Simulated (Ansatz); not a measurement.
# PBE-QIDH/6-31G(d) (spherical functions) run of Si3NH9 (SMILES [SiH3]N([SiH3])[SiH3])

Aim: the electronic atomisation energy of Si3NH9 at PBE-QIDH/6-31G* (spherical functions), from 4 runs. 

The results are computed with Ansatz 0.2.0.

59 further runs of the same task are left out: 59 set aside as unsound or not needed.

**1. Starting point**

The species is Si3NH9 (13 atoms), meant as a singlet with charge 0. As SMILES, `[SiH3]N([SiH3])[SiH3]`. Geometry: relaxed at PBE0-D4/def2-TZVP.

Bond lengths: Si1–N2 1.735 Å, N2–Si3 1.735 Å, N2–Si4 1.735 Å, Si1–H5 1.488 Å, Si1–H6 1.487 Å, Si1–H7 1.487 Å, Si3–H8 1.487 Å, Si3–H9 1.487 Å, Si3–H10 1.488 Å, Si4–H11 1.487 Å, Si4–H12 1.488 Å, Si4–H13 1.487 Å. Some angles: Si1–N2–Si3 120.0°, Si1–N2–Si4 120.0°, Si3–N2–Si4 120.0°, N2–Si1–H5 107.2°, N2–Si1–H6 111.4°, N2–Si1–H7 111.4°, N2–Si3–H8 111.4°, N2–Si3–H9 111.4°, N2–Si3–H10 107.2°, N2–Si4–H11 111.4°.

**2. A single-point energy at PBE-QIDH/6-31G(d) (spherical functions)**

Contents of molecule.yaml:

```yaml
crystal:
  periodic: [false, false, false]
  atoms:
    - {symbol: Si, position_ang: [-0.519450, 1.440730, -0.815850]}
    - {symbol: N, position_ang: [-0.000690, -0.000090, 0.000350]}
    - {symbol: Si, position_ang: [0.784860, 0.112060, 1.543580]}
    - {symbol: Si, position_ang: [-0.265590, -1.552910, -0.727470]}
    - {symbol: H, position_ang: [-1.148110, 1.019270, -2.096710]}
    - {symbol: H, position_ang: [-1.512750, 2.195720, -0.007190]}
    - {symbol: H, position_ang: [0.625850, 2.343510, -1.105390]}
    - {symbol: H, position_ang: [0.020170, -0.607680, 2.596110]}
    - {symbol: H, position_ang: [2.158120, -0.455830, 1.496860]}
    - {symbol: H, position_ang: [0.862760, 1.555850, 1.894200]}
    - {symbol: H, position_ang: [-1.713780, -1.813530, -0.940290]}
    - {symbol: H, position_ang: [0.285610, -2.575110, 0.202450]}
    - {symbol: H, position_ang: [0.422990, -1.661990, -2.040670]}
basis:
  gaussian:
    orbitals: 6-31G_st_-spherical.json
hamiltonian:
  xc: {name: PBE-QIDH}
correlation:
  frozen_orbitals: {H: 0, "N": 1, Si: 5}
accuracy: high
output: {orbitals: {seedname: orbitals}}
```

The basis set 6-31G* is read from a file made from the Basis Set Exchange's data (not shown).

Launch:

```console
$ ansatz run molecule.yaml --threads 1 --pin off --max-ram 3480MiB --events-out events.jsonl --progress --plain --runs-dir runs
```

The program printed:

```text
Warning: RAYON_NUM_THREADS=1 ignored (pool sized by the plan → 1); use --threads N
Functional definition: PBE-QIDH
  name "PBE-QIDH"
  parameter a = 3^(-1/3)
  parameter c = 1/3
  exchange = (1 - a)*pbe_x + a*exact_x
  correlation = (1 - c)*pbe_c + c*(mp2_os + mp2_ss)
2086 factors; integrals over basis functions are off by at most 3.8e-9 eV
mean field evaluation 1: about -25240.7595 eV, gradient 3.8e1 eV
mean field evaluation 2: about -25240.9016 eV, gradient 3.8e1 eV
mean field evaluation 4: about -25244.0158 eV, gradient 2.6e0 eV
mean field evaluation 8: about -25244.0425 eV, gradient 4.2e-2 eV
mean field evaluation 16: about -25244.0425 eV, gradient 1.4e-6 eV
mean field -25244.04249644 eV, -927.7014507178 hartree, gradient 2.1e-8 eV, S^2 0.000000; 0 other end points of the search recorded, 0 dependent functions left out
16 core orbitals not correlated: weight in the atoms' cores, before any rotation towards them, 1.000 or more for the frozen orbitals, at most 0.000 for the correlated occupied ones
reference -25244.04249774 eV, -927.7014507653 hartree; 13, 13 occupied and 57, 57 virtual orbitals, 2086 factors
second order -12.46388996 eV of doubles, -0.00000000 eV of singles
Total energy: -25248.19712772 eV, -927.8541306012 hartree
```

Run time: 14 s. Hardware: 1 thread of Arm Neoverse V2, shared host; peak memory 0.34 GiB.

**3. The H atom**

Contents of molecule.yaml:

```yaml
basis:
  gaussian:
    orbitals: "6-31G*"
crystal:
  periodic: [false, false, false]
  atoms:
    - {symbol: H, position_ang: [0.000000, 0.000000, 0.000000]}
hamiltonian:
  xc: {name: PBE-QIDH}
magnetization:
  spin_polarized: true
  initial_magnetization: 1
accuracy: high
correlation:
  frozen_orbitals: {H: 0}
```

Run the same way, it converges to -0.50012 Eh (log not shown).

**4. The N atom at the same level**

Contents of run.yaml:

```yaml
crystal:
  periodic: [false, false, false]
  atoms:
    - {symbol: "N", position_ang: [0.000000, 0.000000, 0.000000]}
basis:
  gaussian:
    orbitals: 6-31G_st_-spherical.json
magnetization:
  spin_polarized: true
  initial_magnetization: 3
hamiltonian:
  xc: {name: PBE-QIDH}
correlation:
  frozen_orbitals: {"N": 1}
accuracy: high
```

The basis set 6-31G* is read from a file made from the Basis Set Exchange's data (not shown).

Launch:

```console
$ ansatz run run.yaml --threads 1 --pin off --max-ram 3480MiB --events-out events.jsonl --progress --plain --runs-dir runs
```

The program printed:

```text
Warning: RAYON_NUM_THREADS=1 ignored (pool sized by the plan → 1); use --threads N
Functional definition: PBE-QIDH
  name "PBE-QIDH"
  parameter a = 3^(-1/3)
  parameter c = 1/3
  exchange = (1 - a)*pbe_x + a*exact_x
  correlation = (1 - c)*pbe_c + c*(mp2_os + mp2_ss)
96 factors; integrals over basis functions are off by at most 1.2e-9 eV
mean field evaluation 1: about -1482.6598 eV, gradient 3.0e0 eV
mean field evaluation 2: about -1482.6597 eV, gradient 2.9e0 eV
mean field evaluation 4: about -1482.7044 eV, gradient 4.3e-2 eV
mean field evaluation 8: about -1482.7044 eV, gradient 6.1e-6 eV
mean field -1482.70437644 eV, -54.4883808212 hartree, gradient 7.2e-8 eV, S^2 3.752920; 0 other end points of the search recorded, 0 dependent functions left out
1 core orbitals not correlated: weight in the atoms' cores, before any rotation towards them, 1.000 or more for the frozen orbitals, at most 0.000 for the correlated occupied ones
reference -1482.70437678 eV, -54.4883808334 hartree; 4, 1 occupied and 9, 12 virtual orbitals, 96 factors
second order -2.12713750 eV of doubles, -0.00000000 eV of singles
Total energy: -1483.41342261 eV, -54.5144377871 hartree
```

Wall time 0.26 s (1 thread of Arm Neoverse V2, shared host).

**5. The Si atom, same level**

Contents of job.yaml:

```yaml
crystal:
  periodic: [false, false, false]
  atoms:
    - {symbol: Si, position_ang: [0.000000, 0.000000, 0.000000]}
basis:
  gaussian:
    orbitals: 6-31G_st_-spherical.json
magnetization:
  spin_polarized: true
  initial_magnetization: 2
hamiltonian:
  xc: {name: PBE-QIDH}
correlation:
  frozen_orbitals: {Si: 5}
accuracy: high
```

The basis set 6-31G* is read from a file made from the Basis Set Exchange's data (not shown).

Run the same way, it converges to -289.13362 Eh (log not shown).

**6. Outcome**

Level: PBE-QIDH/6-31G* (spherical functions), 16 core orbitals frozen.

| quantity | value |
| --- | --- |
| molecule: total energy | -927.85413 Eh |
| molecule: HOMO energy (SCF part's orbitals) | -9.60 eV |
| molecule: LUMO energy (SCF part's orbitals) | 1.75 eV |
| molecule: HOMO–LUMO gap (SCF part's orbitals) | 11.35 eV |
| H atom: total energy | -0.50012 Eh |
| H atom: ⟨S²⟩ | 0.750 |
| N atom: total energy | -54.51444 Eh |
| N atom: ⟨S²⟩ | 3.753 |
| Si atom: total energy | -289.13362 Eh |
| Si atom: ⟨S²⟩ | 2.004 |
| electronic atomisation energy | 39.124 eV |

**Reading.** Taking the molecule apart into free atoms costs 39.12 eV (3775 kJ/mol), before zero-point energy and without spin-orbit coupling.
